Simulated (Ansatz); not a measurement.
# Zn4O: the cost of one run

Method: DFT PBE, scalar-relativistic, plane waves, PAW, unless a step names another level, in Ansatz 0.2.0.

## (1) The structure to begin with

It takes space group P3m1 (No. 156, trigonal). The conventional cell has a = 3.040 Å, b = 3.040 Å, c = 9.037 Å, α = 90.00°, β = 90.00°, γ = 120.00°. Around Zn (site symmetry 3m) lie 1 O at 1.92 Å. Zn (site symmetry 3m) is surrounded by 3 O at 2.00 Å. Zn (site symmetry 3m) has 12 Zn at 2.70 to 3.04 Å in its first shell of neighbours. Zn (site symmetry 3m) is surrounded by 6 Zn at 2.64 to 2.70 Å. Around O (site symmetry 3m) lie 4 Zn at 1.92 to 2.00 Å.

Structure file:

```cif
data_structure
_symmetry_space_group_name_H-M 'P 1'
_symmetry_Int_Tables_number 1
_cell_length_a 3.0397
_cell_length_b 3.0397
_cell_length_c 9.0371
_cell_angle_alpha 90.000
_cell_angle_beta 90.000
_cell_angle_gamma 120.000
_cell_volume 72.31
loop_
_atom_site_label
_atom_site_type_symbol
_atom_site_fract_x
_atom_site_fract_y
_atom_site_fract_z
_atom_site_occupancy
Zn1 Zn 0.66667 0.33333 0.01879 1
Zn2 Zn 0.00000 0.00000 0.69996 1
Zn3 Zn 0.33333 0.66667 0.46340 1
Zn4 Zn 0.00000 0.00000 0.23631 1
O1 O 0.66667 0.33333 0.80607 1
```

It came out lowest among 30 distinct ends of the trial cells. At a tolerance of 0.05 Å it has space group P3m1 (No. 156).

## (2) Relaxing to 0.001 eV/Å, on the response runs' mesh and smearing

input.yaml

```yaml
crystal:
  lattice:
    - [3.0397018791, 0.0, 0.0]
    - [-1.5198509396, 2.6324590472, 0.0]
    - [0.0, 0.0, 9.0370511697]
  atoms:
    - { symbol: Zn, position: [0.6666666667, 0.3333333333, 0.0187892873] }
    - { symbol: Zn, position: [0.0, 0.0, 0.6999552407] }
    - { symbol: Zn, position: [0.3333333333, 0.6666666667, 0.4633961236] }
    - { symbol: Zn, position: [0.0, 0.0, 0.2363102404] }
    - { symbol: O, position: [0.6666666667, 0.3333333333, 0.8060677681] }
basis:
  ecutwfc: 420
kpoints:
  mp_grid: { grid: [12, 12, 4] }
hamiltonian:
  xc: pbe
scf:
  occupations: { method: gaussian, width: 0.1 }
output:
  forces: true
  stress: true
  eigenvalues: true
relax:
  adjacent_minimum: "off"
  f_tol: 0.001
  max_steps: 60
  cell: { stress_tol: 0.01 }
```

Run with:

```
ansatz run input.yaml --threads 3 --pin off --max-ram 7680MiB --backend cpu --events-out ev --progress --plain --runs-dir out
```

**Question.** How long does this run take on 3 threads of Intel Xeon 6975P-C (Granite Rapids), shared host, and how much memory does it need?

About 9.6 s, with a peak of 0.49 GiB.
